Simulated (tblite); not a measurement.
# C4H9GeNO3: the cost of one run

Programs: tblite 0.8.0 and PySCF 2.14.0, with density-fitted response routines of our own. Each step states its level of theory. These are calculated values for one molecule in the gas phase, unless marked as measured. Atoms count from 0, in the outputs and in this text.

## Step 1: Starting geometry

18 atoms, charge 0, multiplicity 1; geometry from: force field or distance geometry start.

Bonds of the start (Å): C0–C1 1.51, C1–O2 1.25, C1–N3 1.43, N3–Ge4 1.87, Ge4–O5 1.78, O5–C6 1.40, C6–C7 1.55, C7–O8 1.40, O8–Ge4 1.77, C0–H9 1.10, C0–H10 1.11, C0–H11 1.11, N3–H12 1.05, Ge4–H13 1.54, C6–H14 1.11, C6–H15 1.10, C7–H16 1.11, C7–H17 1.12.

## Step 2: Optimising the geometry with GFN2-xTB

Job settings and geometry (Å):

```
{"job": {"kind": "relax", "xc": "GFN2-xTB", "basis": "xTB"}, "charge": 0, "multiplicity": 1}
C      3.486300    -0.257900    -0.045600
C      2.161800     0.447300     0.104600
O      2.083300     1.665000    -0.161300
N      1.017200    -0.280700     0.544200
Ge    -0.652300     0.525500     0.757800
O     -1.256900     1.080600    -0.825400
C     -2.228600     0.122600    -1.120700
C     -2.853500    -0.439200     0.178700
O     -1.876800    -0.687500     1.152200
H      4.290500     0.479300    -0.199500
H      3.426100    -0.939600    -0.920000
H      3.697300    -0.848300     0.870200
H      1.094300    -1.305800     0.775700
H     -0.611700     1.676600     1.785500
H     -3.022800     0.589400    -1.744000
H     -1.767600    -0.705800    -1.687400
H     -3.603900     0.282400     0.577500
H     -3.391500    -1.397700    -0.054000
```

Command:

```sh
$ OMP_NUM_THREADS=1 python probes_run.py task.json out
```

One launch serves the whole session: the jobs run in the order shown.

**Question.** How long does this first job take on 1 thread of Intel Xeon at 2.50GHz, shared host, and how much memory does it need?

About 2.2 s, with a peak of 0.18 GiB.
